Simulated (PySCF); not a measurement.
Runs of PySCF 2.14.0 on NBSH4. The cell holds a molecule in a box, 7 atoms: a = 13.000 Å, b = 12.000 Å, c = 12.000 Å, α = 90.00°, β = 90.00°, γ = 90.00°. 

```csv
task,level,three-body dispersion term,conv_tol,grid for exchange and correlation,frozen core bands,exxdiv,gap on the mesh (eV)
atomic charges,revPBE+D3(BJ),no,1e-07 Ha,"Becke, atom-centred",-,-,6.18
excitation energies (Tamm-Dancoff),PBE0,-,1e-08 Ha,"Becke, atom-centred",7,ewald,8.48
atomic charges,SVWN5,-,1e-07 Ha,"Becke, atom-centred",-,-,6.01
atomic charges,LC-wPBE+D3(BJ),no,1e-07 Ha,"Becke, atom-centred",-,ewald,(a)
MP2 correlation energy,HF,-,1e-08 Ha,-,7,ewald,(b)
atomic charges,B3LYP5,-,1e-07 Ha,"Becke, atom-centred",-,ewald,8.03
```

Alike in all rows: potentials or basis pob-tzvp-rev2 (all-electron); no spin polarisation; cell as given; k mesh 1 × 1 × 1; smearing fixed.

Q: Estimate the missing entries.

A: (a) 13.68; (b) 15.23.

Caveats: this is a molecule in a periodic box at the Γ point, so its band gap is the HOMO-LUMO gap; the basis of atomic orbitals isn't converged, which shifts pressures, moduli and gaps; this basis is made for solids and lacks diffuse functions, so gaps of a molecule come out too wide by an eV or more; the basis is small and the box finite, so much correlation energy is missing and levels can be off by tenths of an eV (some runs); the iterative solver can pass over a root and still report convergence (some runs).

A k mesh can miss the band edges.

Not every run made on this cell is shown here.
